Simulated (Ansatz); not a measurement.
**GaHO2 (singlet): geometry optimisation**

Where does this start of GaHO2 (singlet) end when it is relaxed?

The runs use Ansatz 0.2.0, Gaussian basis; RKS PBE0/def2-TZVP.

## 1. The system as given

4 atoms, charge 0, spin multiplicity 1.

Atoms are counted from 1 here; the program's logs count them from 0.

Bond lengths: O1–Ga2 1.629 Å, Ga2–O3 1.716 Å, O3–H4 0.955 Å. Angles: O1–Ga2–O3 169.3°, Ga2–O3–H4 129.8°.

The start was built by rule and, where that kept it together, relaxed with GFN2-xTB. Sticks and bond lists go by distance. No spin-orbit coupling is included. 

## 2. Relaxation

Input file in.yaml:

```yaml
crystal:
  periodic: [false, false, false]
  atoms:
    - {symbol: O, position_ang: [-2.239225, -0.209048, -0.002168]}
    - {symbol: Ga, position_ang: [-0.617780, -0.052976, -0.000579]}
    - {symbol: O, position_ang: [1.091199, -0.207132, -0.001128]}
    - {symbol: H, position_ang: [1.765806, 0.469156, 0.003874]}
basis:
  gaussian: {orbitals: def2-TZVP}
hamiltonian: {xc: pbe0}
relax: {f_tol: 0.004, max_steps: 80}
```

Command:

```
$ ansatz run in.yaml --threads 1 --pin off --events-out ev --progress --plain --max-ram 2176MiB
```

Q: Predict the outcome of this session. Wanted: energy gained; shift from the start; total energy; dipole moment.

The runs gave:

| quantity | value |
| --- | --- |
| steps | 7 |
| energy gained | 0.072 eV |
| shift from the start (rms) | 0.115 Å |
| total energy | -56478.5805 eV |
| dipole moment | 4.41 D |

In words: The bonds of the start are those of the end. Ga2–O3 went from 1.716 to 1.746 Å. No vibrations were run, so this is a stationary point, not a proven minimum, and this spin need not be the ground state's.
